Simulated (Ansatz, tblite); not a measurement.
# Si17H24 off sphere (Si₁₇H₂₂O): a ladder of methods and basis sets

The task here is to estimate one member of a computed series from the others.

Method: as each input shows; program: Ansatz 0.2.0, Gaussian basis.

Levels to be run: GFN1-xTB, GFN2-xTB, PBE-D4/def2-TZVP, r2SCAN-D4/def2-TZVP, revPBE-D4/def2-TZVP, BLYP-D4/def2-TZVP, LDA/def2-TZVP, PBE-D4/def2-SVP, PBE0-D4/def2-SVP, MP2/def2-SVP, RPA/def2-SVP.

## The relaxed structure

The geometry is that of the singlet, from an earlier relaxation (r2SCAN-D4/def2-SVP).

40 atoms, charge 0, spin multiplicity 1.

Bond lengths: Si1–Si9 2.352 Å, Si1–Si12 2.352 Å, Si1–H19 1.499 Å, Si1–H20 1.495 Å, Si2–Si11 2.352 Å, Si2–Si13 2.353 Å, Si2–H21 1.499 Å, Si2–H22 1.496 Å, Si3–Si10 2.358 Å, Si3–Si14 2.361 Å, Si3–Si15 2.357 Å, Si3–H23 1.498 Å, Si4–Si11 2.360 Å, Si4–Si14 2.358 Å, Si4–Si16 2.358 Å, Si4–H24 1.498 Å, Si5–Si9 2.352 Å, Si5–Si10 2.352 Å and more. Angles: Si9–Si1–Si12 111.9°, Si9–Si1–H19 108.9°, Si9–Si1–H20 109.5°, Si12–Si1–H19 109.0°, Si12–Si1–H20 109.5°, H19–Si1–H20 107.9°, Si11–Si2–Si13 109.0°, Si11–Si2–H21 107.9°, Si11–Si2–H22 111.7°, Si13–Si2–H21 108.2°, Si13–Si2–H22 111.7°, H21–Si2–H22 108.2°, Si10–Si3–Si14 107.8°, Si10–Si3–Si15 108.8°, Si10–Si3–H23 111.3°, Si14–Si3–Si15 108.5°, Si14–Si3–H23 109.3°, Si15–Si3–H23 111.0° and more.

PBE0-D4/def2-TZVP was run before; its log isn't repeated, and its numbers join the tables.

Set-up of the first run:

Tight binding, by tblite at 300 K electronic temperature and without a spin-polarisation term:

```python
tblite.interface.Calculator('GFN1-xTB', numbers, positions, charge=0, uhf=0).singlepoint()
```

Tight binding, by tblite at 300 K electronic temperature and without a spin-polarisation term:

```python
tblite.interface.Calculator('GFN2-xTB', numbers, positions, charge=0, uhf=0).singlepoint()
```

start.molden holds the orbitals of an earlier run on this state, given as this run's starting guess.

in.yaml

```yaml
crystal:
  periodic: [false, false, false]
  atoms:
    - {symbol: Si, position_ang: [-1.837580, -2.758608, 2.868742]}
    - {symbol: Si, position_ang: [1.241285, -2.890451, -0.254454]}
    - {symbol: Si, position_ang: [-1.661769, 2.599434, -2.785018]}
    - {symbol: Si, position_ang: [1.128262, -0.145216, -2.818309]}
    - {symbol: Si, position_ang: [-1.594511, -0.198357, -0.099917]}
    - {symbol: Si, position_ang: [1.102645, -0.208334, 2.615743]}
    - {symbol: Si, position_ang: [1.066922, 2.564025, -0.070495]}
    - {symbol: Si, position_ang: [3.818827, -0.118429, -0.059184]}
    - {symbol: Si, position_ang: [-3.006134, -1.483964, 1.273942]}
    - {symbol: Si, position_ang: [-2.963706, 1.174463, -1.430538]}
    - {symbol: Si, position_ang: [-0.235397, -1.529210, -1.478630]}
    - {symbol: Si, position_ang: [-0.273830, -1.460634, 4.052535]}
    - {symbol: Si, position_ang: [2.464200, -1.543416, 1.237367]}
    - {symbol: Si, position_ang: [-0.261501, 1.245828, -4.119950]}
    - {symbol: Si, position_ang: [-0.304343, 3.937294, -1.397717]}
    - {symbol: Si, position_ang: [2.447889, 1.223828, -1.423766]}
    - {symbol: Si, position_ang: [-0.256079, 1.161842, 1.271432]}
    - {symbol: O, position_ang: [-0.262014, 1.272811, -5.669805]}
    - {symbol: H, position_ang: [-2.819860, -3.344818, 3.837294]}
    - {symbol: H, position_ang: [-1.134907, -3.889070, 2.187082]}
    - {symbol: H, position_ang: [2.203388, -3.512160, -1.221578]}
    - {symbol: H, position_ang: [0.519134, -3.989344, 0.458208]}
    - {symbol: H, position_ang: [-2.523714, 3.445321, -3.671268]}
    - {symbol: H, position_ang: [1.999326, -0.980453, -3.706069]}
    - {symbol: H, position_ang: [2.008300, 0.662452, 3.438937]}
    - {symbol: H, position_ang: [1.941208, 3.415831, 0.803378]}
    - {symbol: H, position_ang: [4.737952, -0.931183, -0.919318]}
    - {symbol: H, position_ang: [4.646596, 0.756770, 0.831993]}
    - {symbol: H, position_ang: [-3.860815, -2.376677, 0.426870]}
    - {symbol: H, position_ang: [-3.905340, -0.527207, 1.997437]}
    - {symbol: H, position_ang: [-3.841404, 0.324526, -2.297404]}
    - {symbol: H, position_ang: [-3.839504, 2.000929, -0.537925]}
    - {symbol: H, position_ang: [-1.107772, -2.361429, -2.371846]}
    - {symbol: H, position_ang: [0.556396, -2.347288, 4.929641]}
    - {symbol: H, position_ang: [-1.020564, -0.500833, 4.928800]}
    - {symbol: H, position_ang: [3.333465, -2.412830, 2.098555]}
    - {symbol: H, position_ang: [0.539846, 4.837186, -2.246845]}
    - {symbol: H, position_ang: [-1.175611, 4.787403, -0.523530]}
    - {symbol: H, position_ang: [3.291149, 2.110432, -2.292914]}
    - {symbol: H, position_ang: [-1.160446, 1.989558, 2.138527]}
basis:
  gaussian: {orbitals: def2-TZVP, fitting: {mean_field: def2-universal-jkfit}, initial_orbitals: start.molden}
hamiltonian: {xc: pbe, dispersion: d4}
scf: {omitted_lower_state_checks: [starts]}
output: {forces: true, orbitals: {seedname: orbitals}}
```

Started as:

```sh
$ ansatz run in.yaml --threads 2 --pin off --events-out ev --progress --plain --max-ram 32768MiB --backend cuda --devices 0, --max-vram 18GiB
```

Among the steps run: PBE-D4/def2-TZVP; r2SCAN-D4/def2-TZVP; revPBE-D4/def2-TZVP; BLYP-D4/def2-TZVP; LDA/def2-TZVP; PBE-D4/def2-SVP; PBE0-D4/def2-SVP; MP2/def2-SVP; RPA/def2-SVP.

One of the session's tables, all rows but one given; the rest of the session is left out.

It belongs to the step «Binding energy». 

| level | binding an atom (eV) |
| --- | --- |
| HF/def2-SVP | 2.388 |
| LDA/def2-TZVP | 3.706 |
| PBE-D4/def2-SVP | 3.332 |
| PBE-D4/def2-TZVP | 3.336 |
| revPBE-D4/def2-TZVP | 3.291 |
| BLYP-D4/def2-TZVP | 3.266 |
| r2SCAN-D4/def2-TZVP | ? |
| PBE0-D4/def2-SVP | 3.313 |
| PBE0-D4/def2-TZVP | 3.324 |
| MP2/def2-SVP | 3.063 |

Q: Estimate the row for r2SCAN-D4/def2-TZVP from the others.

**Answer.** binding an atom (eV): 3.343. In the column «binding an atom (eV)» it lies between PBE-D4/def2-TZVP (3.336) and LDA/def2-TZVP (3.706).

To keep in mind: Free atoms were run apart at each level; binding is atoms less cluster, divided by the number of atoms, without zero-point or spin-orbit terms.
